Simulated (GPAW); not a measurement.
# Ti3Ag: band structure with PBEsol

Crystal: Ti3Ag.

```
Ag Ti
1.0
     4.09881    0.00000    0.00000
     0.00000    4.09881    0.00000
     0.00000    0.00000    4.09881
Ag Ti
1 3
Direct
  0.00000 0.00000 0.00000
  0.00000 0.50000 0.50000
  0.50000 0.00000 0.50000
  0.50000 0.50000 0.00000
```

The cell comes from a database or a generator and needn't be the stable form of this composition.

```json
{
 "Program": "GPAW 26.7.0",
 "Task": "band structure",
 "Functional": "PBEsol",
 "Potentials or basis": "PAW data sets generated in the run's folder for this functional",
 "Cutoff": "600 eV",
 "Basis": "pw",
 "k mesh": "7 × 7 × 7",
 "Occupations": "fermi-dirac, width 0.05 eV",
 "Spin": "no spin polarisation",
 "Maxiter": "150",
 "Band path": "GXMGRX,MR",
 "Band points": "60"
}
```

| Item | Value |
| --- | --- |
| Pressure | -5.6 GPa |
| Band gap along the path | none (metal or under the smearing width) |

Levels at the corners of the path, in eV from the Fermi level:
| point | band 23 | band 24 | band 25 | band 26 | band 27 | band 28 | band 29 | band 30 | band 31 | band 32 |
| --- | --- | --- | --- | --- | --- | --- | --- | --- | --- | --- |
| Γ | -0.51 | -0.51 | -0.51 | -0.05 | -0.05 | 2.28 | 2.28 | 2.28 | 2.42 | 2.42 |
| X | -1.63 | -0.61 | -0.61 | -0.60 | 0.81 | 0.81 | 0.85 | 1.08 | 1.65 | 1.96 |
| M | -2.39 | -1.18 | -0.66 | -0.33 | -0.08 | -0.08 | 1.06 | 1.06 | 1.62 | 1.66 |
| Γ | -0.51 | -0.51 | -0.51 | -0.05 | -0.05 | 2.28 | 2.28 | 2.28 | 2.42 | 2.42 |
| R | -1.03 | -1.03 | 0.16 | 0.16 | 0.16 | 0.70 | 0.70 | 0.70 | 0.74 | 2.23 |
| X | -1.63 | -0.61 | -0.61 | -0.60 | 0.81 | 0.81 | 0.85 | 1.08 | 1.65 | 1.96 |
| M | -2.39 | -1.18 | -0.66 | -0.33 | -0.08 | -0.08 | 1.06 | 1.06 | 1.62 | 1.66 |
| R | -1.03 | -1.03 | 0.16 | 0.16 | 0.16 | 0.70 | 0.70 | 0.70 | 0.74 | 2.23 |

It took 2.2 min on 1 thread of Arm Neoverse V1 (shared host), peak memory 0.42 GiB.
